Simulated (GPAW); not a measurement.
Here is a GPAW 26.7.0 calculation.

Contents of run.py:

```python
from ase.dft.bandgap import bandgap
from ase.io import read, write
from ase.units import GPa
from gpaw import GPAW, PW

atoms = read('RuS.xyz')
atoms.set_initial_magnetic_moments([1.0, 0.0])

calc = GPAW(mode=PW(600),
            xc='LDA',
            kpts={'size': (6, 6, 6), 'gamma': True},
            occupations={'name': 'methfessel-paxton', 'order': 0, 'width': 0.05},
            setups={'Ru': ':d,4.0'},
            nbands=22,
            convergence={'density': 1e-05, 'energy': 1e-05},
            maxiter=150,
            txt='gpaw.txt')
atoms.calc = calc
energy = atoms.get_potential_energy()
forces = atoms.get_forces()
stress = atoms.get_stress()
calc.write('gs.gpw')
write('result.traj', atoms)
print(f'Energy: {energy:.6f} eV')
print('Forces (eV/A):')
print(forces.round(4))
print('Stress (GPa):', (stress / GPa).round(3))
print('Moments:', calc.get_magnetic_moments().round(3))
print('Fermi level:', round(calc.get_fermi_level(), 4), 'eV')
print(f'Gap: {bandgap(calc)[0]:.4f} eV, direct: {bandgap(calc, direct=True)[0]:.4f} eV')
```

File RuS.xyz:

```xyz
2
Lattice="0.0000000000 2.5467554600 2.5467554600 2.5467554600 0.0000000000 2.5467554600 2.5467554600 2.5467554600 0.0000000000" Properties=species:S:1:pos:R:3 pbc="T T T"
Ru     2.5467554600      2.5467554600      2.5467554600
S      0.0000000000      0.0000000000      0.0000000000
```

Potentials or basis: the program's PAW data sets (release 1.2.1) made for this functional, pw.

Run with:

```bash
$ OMP_NUM_THREADS=1 python run.py
```

Q: What does it give for the pressure?

A: -12.4 GPa.

Q: Estimate the net moment.

A: 0.00 μB per cell.

Q: What does it give for the band gap on the k mesh?

A: 0.27 eV, indirect (least direct gap 0.64 eV).

A k mesh can miss the band edges. The state reached can hang on the start; a lower one may exist.
